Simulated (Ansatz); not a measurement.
## Hf3Au and its elements: a formation energy from the elements, step by step

With the Python package of Ansatz (0.2.0).

Typed at the interpreter:
```pycon
>>> from collections import Counter
>>> import warnings
>>> import ansatz as az
>>> from ase import Atoms
>>> import numpy as np
>>> def run_phase(name, crystal):
...     calc = (
...         crystal.calculation()
...         .functional("lda")
...         .basis(19 * az.Ha)
...         .kpoints(spacing=0.3)
...         .occupations("fermi_dirac", width=0.05)
...         .stress()
...     )
...     calc = calc.relax(force_tolerance=0.02, cell=True)
...     return calc.run(threads=1)
...
>>> def counts(outcome):
...     return Counter(site.symbol for site in outcome.lattice.sites)
...
>>> def formation_energy(outcome, mu):
...     n = counts(outcome)
...     return (outcome.report["energy_sigma0_ev"] - sum(k * mu[element] for element, k in n.items())) / sum(n.values())
...
>>> def volume_per_atom(outcome):
...     return abs(np.linalg.det(outcome.lattice.cell_ang)) / len(outcome.lattice.sites)
...
>>> warnings.simplefilter("ignore", az.DeckWarning)
>>> phases = {}
>>> hf3au = (
...     az.Lattice.of((4.350654, 0.0, 0.0), (0.0, 4.350654, 0.0), (0.0, 0.0, 4.350654))
...     .atom("Hf", (0.5, 0.0, 0.0))
...     .atom("Hf", (0.0, 0.5, 0.0))
...     .atom("Hf", (0.0, 0.0, 0.5))
...     .atom("Au", (0.5, 0.5, 0.5))
... )
>>> phases["Hf3Au"] = hf3au
>>> atoms = Atoms(
...     ["Hf", "Hf"],
...     scaled_positions=[
...         (1 / 3, 2 / 3, 0.25),
...         (2 / 3, 1 / 3, 0.75),
...     ],
...     cell=[
...         (3.1967, 0.0, 0.0),
...         (-1.59835, 2.768423, 0.0),
...         (0.0, 0.0, 5.0578),
...     ],
...     pbc=True,
... )
>>> hf = az.Crystal.from_ase(atoms)
>>> phases["Hf"] = hf
>>> au = (
...     az.Lattice.fcc(4.07)
...     .space_group(225)
...     .atom("Au", (0.0, 0.0, 0.0))
...     .primitive()
... )
>>> phases["Au"] = au
>>> done = {}
>>> for name, crystal in phases.items():
...     done[name] = run_phase(name, crystal)
...     print(f"{name}: {done[name].report['energy_sigma0_ev']:.4f} eV, {len(done[name].lattice.sites)} atoms")
...
Hf3Au: -59296.5084 eV, 4 atoms
Hf: -30953.7174 eV, 2 atoms
Au: -12864.9797 eV, 1 atoms
>>> # energy of one atom in its reference phase
>>> references = {"Hf": "Hf", "Au": "Au"}
>>> mu = {element: done[name].report["energy_sigma0_ev"] / len(done[name].lattice.sites) for element, name in references.items()}
>>> target = done["Hf3Au"]
>>> heat = formation_energy(target, mu)
>>> for element, value in mu.items():
...     print(f"mu({element}) = {value:.4f} eV from {references[element]}, {volume_per_atom(done[references[element]]):.2f} A^3/atom")
...
mu(Hf) = -15476.8587 eV from Hf, 20.86 A^3/atom
mu(Au) = -12864.9797 eV from Au, 16.57 A^3/atom
>>> print(f"formation energy of Hf3Au: {heat:.4f} eV/atom = {96.4853 * heat:.1f} kJ/mol of atoms")
formation energy of Hf3Au: -0.2381 eV/atom = -23.0 kJ/mol of atoms
```

The formation energy is -0.238 eV an atom (-23.0 kJ per mole of atoms), so Hf3Au lies below the reference phases.

Total energies depend on the potentials; only differences at equal settings carry meaning. No spin polarisation was allowed. For the metals among these phases the mesh is modest: differences between phases can be off by up to 40 meV an atom. Spin-orbit coupling, which matters for elements this heavy, is left out. The cells come from databases of deposited and of computed structures, and not all need be stable phases. The compound is the structure given, not necessarily its lowest; energies are at zero temperature, with no correction for gases. A semilocal functional's error on such energies is often 0.05 to 0.1 eV an atom, and 0.1 to 0.3 eV against gases such as O2 or F2. Wall time of the script: 44 s on 1 thread of Arm Neoverse V1 (shared host), peak memory 0.47 GiB.

(Lines on the test bed's own set-up are left out of the output.)
